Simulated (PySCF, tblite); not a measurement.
# C₅H₅FN radical: geometry, infrared bands and EPR parameters

Aim: predict the infrared bands and EPR parameters of C₅H₅FN radical (`C=[C]/C=N/C(=C)F`).

Programs: tblite 0.8.0 and PySCF 2.14.0, with density-fitted response routines of our own. Each step states its level of theory. These are calculated values for one molecule in the gas phase, unless marked as measured. Atoms are numbered from 0 throughout.

## Step 1: The molecule as given

12 atoms, charge 0, multiplicity 2; geometry from: force field or distance geometry start.

Bonds of the start (Å): C0–C1 1.31, C1–C2 1.42, C2–N3 1.28, N3–C4 1.36, C4–C5 1.33, C4–F6 1.36, C0–H7 1.08, C0–H8 1.08, C2–H9 1.10, C5–H10 1.08, C5–H11 1.09.

## Step 2: Relaxing the molecule with GFN2-xTB

Job settings and geometry (Å):

```
{"job": {"kind": "relax", "xc": "GFN2-xTB", "basis": "xTB"}, "charge": 0, "multiplicity": 2}
C      2.844000    -0.925800    -0.784200
C      1.759700    -0.207200    -0.600400
C      0.582500     0.558900    -0.369400
N     -0.381200    -0.148800     0.086100
C     -1.547000     0.510300     0.334900
C     -2.631100    -0.100900     0.810000
F     -1.628600     1.838300     0.061400
H      3.745700    -0.468200    -1.171500
H      2.840700    -1.985300    -0.550700
H      0.568800     1.638300    -0.603800
H     -3.541800     0.452600     0.986400
H     -2.610500    -1.162800     1.039800
```

Started as:

```bash
OMP_NUM_THREADS=1 python probes_run.py task.json out
```

One launch serves the whole session: the jobs run in the order shown.

**Question.** This job is followed by: GFN2-xTB harmonic vibrations, gas phase; UKS B3LYP, pcH-1 on C F H N, non-relativistic, mean-field spin-orbit, GIAO. What will the session give for the following? strongest single infrared mode (GFN2-xTB); zero-point energy (GFN2-xTB); g(iso) (B3LYP); ⟨S²⟩; largest a(iso) (averaged by class); potential on the surface of density 0.002 e/bohr³, 1st and 99th percentile.

The runs gave:

| quantity | value |
| --- | --- |
| strongest single infrared mode (GFN2-xTB) | 2005 cm⁻¹, 361 km/mol |
| zero-point energy (GFN2-xTB) | 51.1 kcal/mol |
| g(iso) (B3LYP) | 2.00303 |
| ⟨S²⟩ | 0.789 (exact 0.75) |
| largest a(iso) (averaged by class) | 1H on H7, H8, 81.4 MHz |
| potential on the surface of density 0.002 e/bohr³, 1st and 99th percentile | -1.40 V and 1.12 V |

**Reading.** Relaxing lowered the energy by 1.283 eV in 58 steps; the close pair that moved most is C1–C2, from 1.423 to 1.333 Å. All 30 modes are real, so the xTB geometry is a minimum. The strongest single mode, at 2005 cm⁻¹, moves mainly C1. GFN2-xTB is a fitted tight-binding method: band positions and strengths are rough. Its intensities can rank the bands wrongly. The largest spin populations lie on C5 (0.58 e), C1 (0.44 e). The isotropic g lies 0.7 ppt above the free-electron value.
